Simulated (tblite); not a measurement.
# C11H30Si12: the cost of one run

Programs: tblite 0.8.0 and PySCF 2.14.0, with routines of our own; each step states its level. All values are computed. Atoms count from 0.

## Step 1: The starting structure

53 atoms, charge 0, multiplicity 1; geometry from: force field, distance geometry or constructed start.

## Step 2: Geometry optimisation with GFN2-xTB

What the job is given:

```
{"job": {"kind": "relax", "xc": "GFN2-xTB", "basis": "xTB"}, "charge": 0, "multiplicity": 1}
Si    -2.171100    -1.459600    -2.663500
C     -0.637700    -0.565200     2.995000
Si    -0.629300    -0.570100    -0.143700
C     -0.635200    -0.563400    -2.038800
Si    -3.718500    -0.569000    -0.141300
Si    -2.179300    -1.458300     2.370000
C     -3.717400    -0.566100    -2.035900
C     -2.172600    -1.455100     0.486100
Si    -0.631800     1.210000    -2.662300
Si    -0.637300     1.211300     2.374200
C     -0.636600     1.210900     0.482500
Si     0.904500    -1.459800    -2.661900
C      2.445100    -0.567100     3.006900
Si     2.450700    -0.568400    -0.147400
C      2.446300    -0.562700    -2.032400
Si     0.905100    -1.457200     2.378900
C      0.907400    -1.455900     0.485500
Si     2.447400     1.208700    -2.662900
C      0.906400     2.103900     3.004400
Si     0.909800     2.103000    -0.142000
Si     2.446200     1.215900     2.374100
C      0.906100     2.103600    -2.032800
C      2.451900     1.216700     0.491200
H     -2.180200    -1.462100    -4.103400
H     -2.175500    -2.812800    -2.181000
H     -0.640600    -0.568700     4.094400
H     -4.892500    -1.244300     0.334600
H     -3.718100     0.790400     0.336500
H     -3.351100    -0.778600     2.850600
H     -2.174900    -2.815000     2.856000
H     -4.603800    -1.081000    -2.397100
H     -3.719400     0.461100    -2.395800
H     -2.177000    -2.485400     0.119400
H     -0.632400     1.210800    -4.098200
H     -1.809000     1.892800    -2.185200
H     -1.809700     1.893200     2.849700
H     -1.525300     1.726100     0.117200
H      0.907900    -1.455300    -4.104500
H      0.908100    -2.819300    -2.182000
H      2.443700    -0.564400     4.093100
H      3.338400    -1.083900     2.642300
H      3.630200    -1.252200     0.339000
H      3.343400    -1.080600    -2.399600
H      0.909600    -2.815900     2.850800
H      0.903300    -2.483800     0.123700
H      2.446600     1.213700    -4.105300
H      3.626700     1.891100    -2.182500
H      0.906700     3.132400     2.640800
H      0.908600     2.102500     4.092100
H      0.908900     3.460500     0.337300
H      3.623400     1.883700     2.855700
H      0.913600     3.131100    -2.396300
H      3.338100     1.725600     0.121400
```

Run with:

```console
OMP_NUM_THREADS=2 python large_run.py task.json out
```

This one command runs all jobs of the session in turn.

**Question.** How long does this first job take on 2 threads of Arm Neoverse N1, shared host, and how much memory does it need?

About 5.8 s, with a peak of 0.17 GiB.
